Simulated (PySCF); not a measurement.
# LiAs: from the state search to spectroscopic constants

One table from this session's results is given with a row withheld; the runs are named, their logs left out.

The runs use PySCF 2.14.0; Li pcseg-1, As pcseg-1, no relativity.

The first run:

The job is set up so:

```
atoms                         : Li, As
charge                        : 0
basis                         : Li pcseg-1, As pcseg-1
Hamiltonian                   : no relativity
basis functions               : 36
electrons treated             : 36
masses in u                   : 7.0160, 74.9216
levels                        : PBE0, PBE, r²SCAN, BHandHLYP, TPSSh, B97-3, HF, MP2, SCS-MP2, CCSD, CCSD(T)
grid                          : 80 radial by 434 angular points
occupations                   : held fixed by the projection of orbital angular momentum
dissociation limit            : Li + As, each in its ground configuration
starting distance in angstrom : 2.460
values of 2S to try           : 0, 2, 4
```

Launch:

```sh
> OMP_NUM_THREADS=1 python dia.py task.json out
```

Among the steps run: The job; The PBE0 curve of the state that the search chose; Other states along the same grid; PBE (GGA); r²SCAN; BHandHLYP; TPSSh; B97-3; UHF (mean field); Adding correlation.

One table of the session follows, with a row left open; its other results are not shown here.

Differences from CCSD(T) in the same basis:

```
      level  Re (mÅ)  ωe (%)
        UHF      -15    +4.3
    UHF-MP2       -9    +2.5
UHF-SCS-MP2       -6    +0.9
   UHF-CCSD        ?       ?
        PBE      -33    +0.8
     r²SCAN      -33    +2.9
      TPSSh      -35    +3.0
       PBE0      -47    +4.7
      B97-3      -44    +5.0
  BHandHLYP      -58    +7.1
```

**Question.** Estimate the row for UHF-CCSD.

The run gave: Re (mÅ): -4; ωe (%): +0.7. In the column «Re (mÅ)» it is the highest.
